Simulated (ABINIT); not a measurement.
The system is DyO.

```
CELL_PARAMETERS angstrom
0.00000 2.52611 2.52611
2.52611 0.00000 2.52611
2.52611 2.52611 0.00000
ATOMIC_POSITIONS crystal
Dy 0.00000 0.00000 0.00000
O 0.25000 0.25000 0.25000
```

The cell comes from a database or a generator and needn't be the stable form of this composition.

Base run:

| Property | Result |
| --- | --- |
| Program | ABINIT 10.8.3 (patched build) |
| Functional | LDA |
| Potentials or basis | JTH PAW LDA v2.0 |
| Cutoff | 680 eV |
| k mesh | 6 × 6 × 6 |
| Occupations | gaussian, width 0.05 eV |
| Spin | collinear spin, ferromagnetic start |
| Starting moments | [5.0, 0.0] μB |
| Fixed moment | 1 μB |
| Hubbard terms | Dy f U = 6 eV |

Its results: pressure 18.2 GPa.

Task: The run is repeated on the same cell with these changes: spin from collinear spin, ferromagnetic start to no spin polarisation; fixed moment from 1 μB to none. What comes out?

Result: Pressure 15.6 GPa.

Caveats: the moment is held away from its start (some runs); the magnetic or orbital state may not be the lowest (some runs); the total moment is fixed, so each spin has its own Fermi level (some runs); U without spin polarisation on a metal has little footing (some runs).
